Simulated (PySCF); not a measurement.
# C8H11N: the cost of one run

Programs: PySCF 2.14.0, with routines of our own; each step states its level. All values are computed. Atoms count from 0.

### 1 The system as given

20 atoms, charge 0, multiplicity 1; geometry from: GFN2-xTB.

### 2 Magnetic properties: GIAO B3LYP/pcSseg-1

Job settings and geometry (Å):

```
{"job": {"kind": "mag", "xc": "B3LYP", "basis": "pcSseg-1", "isotopologues": 0}, "charge": 0, "multiplicity": 1}
C      3.696035     0.216167    -0.672550
C      2.882460    -0.559984    -0.249482
C      1.947059    -1.499688     0.231874
C      0.771788    -1.176859     0.770356
C      0.265249     0.218545     0.919848
C     -0.915875     0.491264    -0.032951
C     -1.336927     1.957876     0.052815
N     -2.030484    -0.311204     0.382792
C     -2.534970    -1.150820    -0.391871
H      4.406459     0.896639    -1.036702
H      2.251742    -2.535365     0.142539
H      0.105445    -1.959511     1.106523
H      1.063463     0.928955     0.699799
H     -0.086602     0.374124     1.942073
H     -0.601204     0.256430    -1.067601
H     -0.498670     2.604381    -0.192686
H     -2.150562     2.155493    -0.641558
H     -1.679655     2.181250     1.059459
H     -2.183996    -1.342901    -1.414012
H     -3.375903    -1.734114    -0.045639
```

Level: GIAO B3LYP/pcSseg-1 magnetisability, rotational g tensor and spin-rotation constants, non-relativistic, gas phase.

Command:

```console
OMP_NUM_THREADS=1 python excited_run.py task.json out
```

One launch serves the whole session: the jobs run in the order shown.

Q: Estimate the wall time and peak memory of this first job on 1 thread of Arm Neoverse V2, shared host.

About 42 s, with a peak of 0.98 GiB.
